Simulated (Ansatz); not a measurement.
# SiAs7O12 (Arsenolite): the cost of one run

Method: DFT, PBE, plane-wave PAW, default files, scalar-relativistic, as far as a step names no other, in Ansatz 0.2.0.

## Step 1: The structure to begin with

Symmetry: R3m, No. 160, trigonal system. Conventional cell: a = 7.830 Å, b = 7.830 Å, c = 19.180 Å, α = 90.00°, β = 90.00°, γ = 120.00°. Si (site symmetry 3m) is surrounded by 3 O at 1.79 Å. As (site symmetry m) has 3 O at 1.79 Å as nearest neighbours. As (site symmetry 3m) has 3 O at 1.79 Å as nearest neighbours. O (site symmetry m) has 2 As at 1.79 Å as nearest neighbours. Around O (site symmetry m) lie 1 Si at 1.79 Å and 1 As at 1.79 Å.

Structure file:

```xyz
20
Lattice="0.0000 5.5367 5.5367 5.5367 0.0000 5.5367 5.5367 5.5367 0.0000" Properties=species:S:1:pos:R:3 pbc="T T T"
Si    4.3985    4.3985    4.3985
As    9.4433    7.1668    7.1668
As    6.6750    6.6750    4.3985
As    7.1668    9.4433    7.1668
As    4.3985    6.6750    6.6750
As    9.4433    9.4433    9.4433
As    6.6750    4.3985    6.6750
As    7.1668    7.1668    9.4433
O     6.3938    8.3051    8.3051
O     5.5367    3.6254    5.5367
O    10.2163    8.3051    8.3051
O     5.5367    7.4480    5.5367
O     8.3051    6.3938    8.3051
O     5.5367    5.5367    3.6254
O     8.3051   10.2163    8.3051
O     5.5367    5.5367    7.4480
O     7.4480    5.5367    5.5367
O     8.3051    8.3051    6.3938
O     3.6254    5.5367    5.5367
O     8.3051    8.3051   10.2163
```

Atom 1 of the input is the impurity.

## Step 2: Single point at the given positions

Input file input.yaml:

```yaml
crystal:
  lattice:
    - [0.0, 5.536715, 5.536715]
    - [5.536715, 0.0, 5.536715]
    - [5.536715, 5.536715, 0.0]
  atoms:
    - { symbol: Si, position: [0.39721, 0.39721, 0.39721] }
    - { symbol: As, position: [0.44163, 0.85279, 0.85279] }
    - { symbol: As, position: [0.39721, 0.39721, 0.80837] }
    - { symbol: As, position: [0.85279, 0.44163, 0.85279] }
    - { symbol: As, position: [0.80837, 0.39721, 0.39721] }
    - { symbol: As, position: [0.85279, 0.85279, 0.85279] }
    - { symbol: As, position: [0.39721, 0.80837, 0.39721] }
    - { symbol: As, position: [0.85279, 0.85279, 0.44163] }
    - { symbol: O, position: [0.9226, 0.5774, 0.5774] }
    - { symbol: O, position: [0.3274, 0.6726, 0.3274] }
    - { symbol: O, position: [0.5774, 0.9226, 0.9226] }
    - { symbol: O, position: [0.6726, 0.3274, 0.6726] }
    - { symbol: O, position: [0.5774, 0.9226, 0.5774] }
    - { symbol: O, position: [0.3274, 0.3274, 0.6726] }
    - { symbol: O, position: [0.9226, 0.5774, 0.9226] }
    - { symbol: O, position: [0.6726, 0.6726, 0.3274] }
    - { symbol: O, position: [0.3274, 0.6726, 0.6726] }
    - { symbol: O, position: [0.5774, 0.5774, 0.9226] }
    - { symbol: O, position: [0.6726, 0.3274, 0.3274] }
    - { symbol: O, position: [0.9226, 0.9226, 0.5774] }
total_charge: 1
kpoints:
  mp_grid: { grid: [3, 3, 3] }
scf:
  occupations: { method: fermi_dirac, width: 0.01 }
hamiltonian:
  xc: pbe
  pseudopotentials: { kind: paw }
output:
  forces: true
  stress: true
  populations: true
  efg:
    quadrupole_moments_barn: { As: 0.311, O: -0.02558 }
    contact_densities: true
  write_density: true
  write_potential: true
  elf: true
  volumetric_format: npy
```

On the command line:

```bash
$ ansatz run input.yaml --threads 1 --pin off --max-ram 2560MiB --backend cpu --events-out ev --progress --plain --runs-dir out
```

What time and memory should one allow on 1 thread of Arm Neoverse V2, shared host?

About 42 s, with a peak of 0.65 GiB.
